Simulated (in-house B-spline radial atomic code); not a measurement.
# Hf⁴⁴⁺: starting-point dependence of G0W0 and RPA

G0W0 and RPA are one-shot methods. How much does the choice of start matter for Hf⁴⁴⁺?

Program: an in-house B-spline radial atomic code, version 1. Level of theory: RPA, second order, AC-SOSEX and G0W0 (contour deformation) on a scalar-relativistic mean field, all electrons; no spin-orbit coupling, Breit or QED terms, no two-electron picture change. These are calculated values, not measurements, unless marked.

## Step 1: Starting point

* element: hafnium (Z = 72)
* charge: +44
* electrons: 28
* configuration: [Ar] 3d10
* Hamiltonian: scalar-relativistic (spin-free one-electron X2C), finite nucleus
* starts: Hartree-Fock, PBE, CAM-B3LYP, LC-ωPBE, B3LYP

The outer shells:

Hf44+
```
[Ar] core
3d [↑↓][↑↓][↑↓][↑↓][↑↓]
```

## Step 2: Hartree-Fock start

Input settings:

```ini
Z = 72
electrons = 28.0
configuration = [Ar] 3d10
hamiltonian = x2c
method = hf
lmax = 9
rms_radius = 5.347
spin_polarised = False
box_radius = 2.3
intervals = 60
```

Command:

```
$ python run_gw.py task.json out
```

The settings of every run stand in task.json; they run in order.

Results of the run (chosen fields of its result record, rounded):

```text
{
  "status": "converged",
  "energies [hartree]": {
    "mean_field": -13761.13564,
    "exx_total": -13761.13564,
    "exchange": -231.3336044,
    "rpa": -2.2859695,
    "rpa_summed": -2.253226,
    "direct_second_order": -2.3687941,
    "second_order_exchange": 0.69305696,
    "sosex": 0.68012674
  },
  "rpa_by_multipole [hartree]": [-0.534842, -0.837161, -0.3693, -0.241412, -0.125184, -0.0741582, -0.0369904, -0.0206855, -0.00915602, -0.00342178, -0.00079289, -0.000122082],
  "polarisability [bohr^3: independent particles, RPA]": [0.00244896, 0.00227026],
  "gap [hartree]": 56.95234,
  "levels [hartree]": [
    {"name": "3d", "occ": 1, "e": -138.5758, "sx": -9.112425, "vxc": -9.112425, "sc": 0.07484782, "z": 0.9971867, "qp": -138.5041, "tail": -0.003101267},
    {"name": "3p", "occ": 1, "e": -156.5639, "sx": -9.842541, "vxc": -9.842541, "sc": 0.1854548, "z": 0.9966249, "qp": -156.381, "tail": -0.002616133},
    {"name": "3s", "occ": 1, "e": -171.8597, "sx": -10.68817, "vxc": -10.68817, "sc": 0.2582436, "z": 0.9959043, "qp": -171.6039, "tail": -0.002444581},
    {"name": "2p", "occ": 1, "e": -446.7443, "sx": -21.16779, "vxc": -21.16779, "sc": 0.901838, "z": 0.917729, "qp": -445.844, "tail": -0.001483035},
    {"name": "4s", "occ": 0, "e": -81.6235, "sx": -1.184008, "vxc": -1.184008, "sc": -0.07111378, "z": 0.9992602, "qp": -81.69524, "tail": -0.0006274437}
  ]
}
```

Wall time 2.1 s (1 thread, shared host).

In the record, exx_total is the Hartree-Fock functional on the start's orbitals, rpa_summed the RPA energy up to lmax and rpa the same with the tail beyond it, gap the smallest same-spin excitation energy of the start. For a level, e is the start's value, sx and sc the exchange and correlation self-energies, vxc the start's own term, z the quasi-particle weight, and qp = e + sx − vxc + sc + tail. Deeper levels of weight under 0.85 meet poles of the self-energy and are not shown.

The 3d level moves from -3770.84 to -3768.89 eV (weight 1.00).

The largest part of the RPA energy comes from multipole 1 (37 % of the sum).

## Step 3: PBE start

The settings differ from step 2 so:

```diff
@@ -4,3 +4,3 @@
 hamiltonian = x2c
-method = hf
+method = pbe,pbe
 lmax = 9
```

Main fields:

```text
{
  "status": "converged",
  "energies [hartree]": {
    "mean_field": -13762.48697,
    "exx_total": -13761.1175,
    "exchange": -231.2669191,
    "rpa": -2.3467826,
    "rpa_summed": -2.3138607,
    "direct_second_order": -2.4364513,
    "second_order_exchange": 0.71025122,
    "sosex": 0.69629641
  },
  "rpa_by_multipole [hartree]": [-0.55456, -0.859967, -0.378109, -0.246659, -0.127451, -0.0753185, -0.0373814, -0.0208437, -0.00921158, -0.00343999, -0.000796677, -0.000122625],
  "polarisability [bohr^3: independent particles, RPA]": [0.00259211, 0.00239489],
  "gap [hartree]": 53.20274,
  "levels [hartree]": [
    {"name": "3d", "occ": 1, "e": -136.0799, "sx": -9.114815, "vxc": -6.603962, "sc": 0.08900147, "z": 0.9967524, "qp": -138.5049, "tail": -0.003115523},
    {"name": "3p", "occ": 1, "e": -153.2746, "sx": -9.828157, "vxc": -6.529727, "sc": 0.2077355, "z": 0.9959836, "qp": -156.3679, "tail": -0.002626001},
    {"name": "3s", "occ": 1, "e": -167.9071, "sx": -10.66877, "vxc": -6.710854, "sc": 0.2892014, "z": 0.9949561, "qp": -171.5783, "tail": -0.002451262},
    {"name": "2p", "occ": 1, "e": -439.3432, "sx": -21.17078, "vxc": -13.75653, "sc": 1.009871, "z": 0.9511442, "qp": -445.7491, "tail": -0.001541289},
    {"name": "4s", "occ": 0, "e": -82.87716, "sx": -1.235013, "vxc": -2.494235, "sc": -0.076689, "z": 0.9991494, "qp": -81.69528, "tail": -0.0006523272}
  ]
}
```

Wall time 2 s (1 thread, shared host).

Highest level 3d: -3702.92 eV in the start, -3768.91 eV after G0W0, weight 1.00.

## Step 4: CAM-B3LYP start

The settings differ from step 3 so:

```diff
@@ -4,3 +4,3 @@
 hamiltonian = x2c
-method = pbe,pbe
+method = camb3lyp
 lmax = 9
```

Main fields:

```text
{
  "status": "converged",
  "energies [hartree]": {
    "mean_field": -13763.56309,
    "exx_total": -13761.12265,
    "exchange": -231.2876785,
    "rpa": -2.3335204,
    "rpa_summed": -2.30064,
    "direct_second_order": -2.4216426,
    "second_order_exchange": 0.70648192,
    "sosex": 0.69275901
  },
  "rpa_by_multipole [hartree]": [-0.550402, -0.854914, -0.376175, -0.245493, -0.126946, -0.0750554, -0.0372931, -0.0208077, -0.00919889, -0.00343579, -0.000795783, -0.000122491],
  "polarisability [bohr^3: independent particles, RPA]": [0.00255846, 0.00236576],
  "gap [hartree]": 53.94827,
  "levels [hartree]": [
    {"name": "3d", "occ": 1, "e": -136.6549, "sx": -9.114927, "vxc": -7.183843, "sc": 0.08562805, "z": 0.9968581, "qp": -138.5035, "tail": -0.003112207},
    {"name": "3p", "occ": 1, "e": -153.9956, "sx": -9.830703, "vxc": -7.256837, "sc": 0.2023071, "z": 0.9961445, "qp": -156.3698, "tail": -0.002623551},
    {"name": "3s", "occ": 1, "e": -168.7477, "sx": -10.67171, "vxc": -7.557245, "sc": 0.2816157, "z": 0.9952, "qp": -171.583, "tail": -0.002449573},
    {"name": "2p", "occ": 1, "e": -440.9003, "sx": -21.17166, "vxc": -15.32495, "sc": 0.9486294, "z": 0.9673375, "qp": -445.8, "tail": -0.001566497},
    {"name": "4s", "occ": 0, "e": -82.70668, "sx": -1.209544, "vxc": -2.293339, "sc": -0.07461289, "z": 0.9991837, "qp": -81.69814, "tail": -0.0006388897}
  ]
}
```

Wall time 2.3 s (1 thread, shared host).

Highest level 3d: -3718.57 eV in the start, -3768.87 eV after G0W0, weight 1.00.

## Step 5: LC-ωPBE start

The settings differ from step 4 so:

```diff
@@ -4,3 +4,3 @@
 hamiltonian = x2c
-method = camb3lyp
+method = lc_wpbe
 lmax = 9
```

Main fields:

```text
{
  "status": "converged",
  "energies [hartree]": {
    "mean_field": -13762.40944,
    "exx_total": -13761.11805,
    "exchange": -231.2630968,
    "rpa": -2.3424081,
    "rpa_summed": -2.3094971,
    "direct_second_order": -2.4315114,
    "second_order_exchange": 0.70904915,
    "sosex": 0.69517768
  },
  "rpa_by_multipole [hartree]": [-0.553126, -0.85827, -0.377507, -0.2463, -0.127299, -0.0752383, -0.0373571, -0.0208341, -0.00920826, -0.00343889, -0.000796445, -0.000122593],
  "polarisability [bohr^3: independent particles, RPA]": [0.00257854, 0.00238319],
  "gap [hartree]": 53.62566,
  "levels [hartree]": [
    {"name": "3d", "occ": 1, "e": -136.2898, "sx": -9.113676, "vxc": -6.80959, "sc": 0.0876915, "z": 0.9967948, "qp": -138.5093, "tail": -0.003114748},
    {"name": "3p", "occ": 1, "e": -153.494, "sx": -9.827977, "vxc": -6.746017, "sc": 0.2056998, "z": 0.9960467, "qp": -156.3729, "tail": -0.002625497},
    {"name": "3s", "occ": 1, "e": -168.1389, "sx": -10.66965, "vxc": -6.94047, "sc": 0.2864517, "z": 0.9950501, "qp": -171.5841, "tail": -0.00245105},
    {"name": "2p", "occ": 1, "e": -439.524, "sx": -21.16987, "vxc": -13.92811, "sc": 0.9877788, "z": 0.9605231, "qp": -445.7795, "tail": -0.001556248},
    {"name": "4s", "occ": 0, "e": -82.66412, "sx": -1.23452, "vxc": -2.279643, "sc": -0.07626743, "z": 0.9991597, "qp": -81.69591, "tail": -0.0006519677}
  ]
}
```

Wall time 2.2 s (1 thread, shared host).

The 3d level moves from -3708.63 to -3769.03 eV (weight 1.00).

## Step 6: B3LYP start

The settings differ from step 5 so:

```diff
@@ -4,3 +4,3 @@
 hamiltonian = x2c
-method = lc_wpbe
+method = b3lyp
 lmax = 9
```

Main fields:

```text
{
  "status": "converged",
  "energies [hartree]": {
    "mean_field": -13762.85545,
    "exx_total": -13761.123,
    "exchange": -231.2789774,
    "rpa": -2.3344963,
    "rpa_summed": -2.3016137,
    "direct_second_order": -2.4227579,
    "second_order_exchange": 0.70674892,
    "sosex": 0.69300533
  },
  "rpa_by_multipole [hartree]": [-0.550707, -0.85531, -0.376308, -0.245574, -0.12698, -0.0750735, -0.0372982, -0.0208096, -0.00919953, -0.003436, -0.000795828, -0.000122498],
  "polarisability [bohr^3: independent particles, RPA]": [0.00256264, 0.00236939],
  "gap [hartree]": 53.81503,
  "levels [hartree]": [
    {"name": "3d", "occ": 1, "e": -136.5967, "sx": -9.114763, "vxc": -7.124303, "sc": 0.08597819, "z": 0.9968466, "qp": -138.5043, "tail": -0.003112339},
    {"name": "3p", "occ": 1, "e": -153.9425, "sx": -9.830509, "vxc": -7.202589, "sc": 0.2028542, "z": 0.9961275, "qp": -156.3702, "tail": -0.00262366},
    {"name": "3s", "occ": 1, "e": -168.6959, "sx": -10.67121, "vxc": -7.504122, "sc": 0.2823364, "z": 0.9951755, "qp": -171.5831, "tail": -0.002449617},
    {"name": "2p", "occ": 1, "e": -440.8783, "sx": -21.17112, "vxc": -15.29887, "sc": 0.953257, "z": 0.9665659, "qp": -445.7989, "tail": -0.001565463},
    {"name": "4s", "occ": 0, "e": -82.78163, "sx": -1.208999, "vxc": -2.367456, "sc": -0.07470703, "z": 0.999181, "qp": -81.69852, "tail": -0.0006387354}
  ]
}
```

Wall time 2.1 s (1 thread, shared host).

Highest level 3d: -3716.98 eV in the start, -3768.89 eV after G0W0, weight 1.00.

## Step 7: All runs in one table

```csv
start,level,mean field (eV),G0W0 (eV),weight,RPA (hartree),RPA+SOSEX (hartree),"α, direct RPA (bohr³)",time,miss (eV)
Hartree-Fock,3d,-3770.84,-3768.89,0.997,-2.28597,-1.60584,0.002270,2.1 s,+27.9
PBE,3d,-3702.92,-3768.91,0.997,-2.34678,-1.65049,0.002395,2 s,+27.9
CAM-B3LYP,3d,-3718.57,-3768.87,0.997,-2.33352,-1.64076,0.002366,2.3 s,+27.9
LC-ωPBE,3d,-3708.63,-3769.03,0.997,-2.34241,-1.64723,0.002383,2.2 s,+28.0
B3LYP,3d,-3716.98,-3768.89,0.997,-2.33450,-1.64149,0.002369,2.1 s,+27.9
```

The miss is the G0W0 removal energy (the level with its sign changed) less the tabulated theoretical ionisation energy, 3741.0 ± 4 eV. Times are single runs on a shared host.

## Step 8: What came out

| quantity | value |
| --- | --- |
| highest level, mean field (range over the runs) | -3770.84 to -3702.92 eV |
| highest level, G0W0 (range over the runs) | -3769.03 to -3768.87 eV |
| RPA correlation energy | -2.347 to -2.286 hartree |
| RPA+SOSEX | -1.6505 to -1.6058 hartree |
| tabulated theoretical ionisation energy (3d shell) | 3741.0 ± 4 eV (NIST Atomic Spectra Database, ionization energies) |
| G0W0 removal energy less that value | +27.9 to +28.0 eV |

In words: G0W0 turns a spread of 67.9 eV among the starts into one of 0.16 eV, 0.23 % of it. Without exact exchange the level is bound too weakly, and G0W0 lowers it by 66 eV. The RPA energy is largest in size on PBE and smallest on Hartree-Fock, 2.6 % apart; over the runs it loosely follows the gap of the start, as smaller excitation energies give more correlation. All runs miss the tabulated theoretical ionisation energy, 3741.0 ± 4 eV, by about +27.9 eV (+0.75 %), far more than they differ among themselves. Without spin-orbit coupling the level is the average over j, while the tabulated threshold takes the electron from j = 5/2, which is bound less; that pushes the computed values up by a part of the shell's splitting. Read as a removal energy, the bare PBE level is off by -38.1 eV (-1.0 %) and the nearest bare level, CAM-B3LYP's, by -22.4 eV. Spin-orbit coupling, which splits the 3d shell strongly in so heavy an element, is left out.
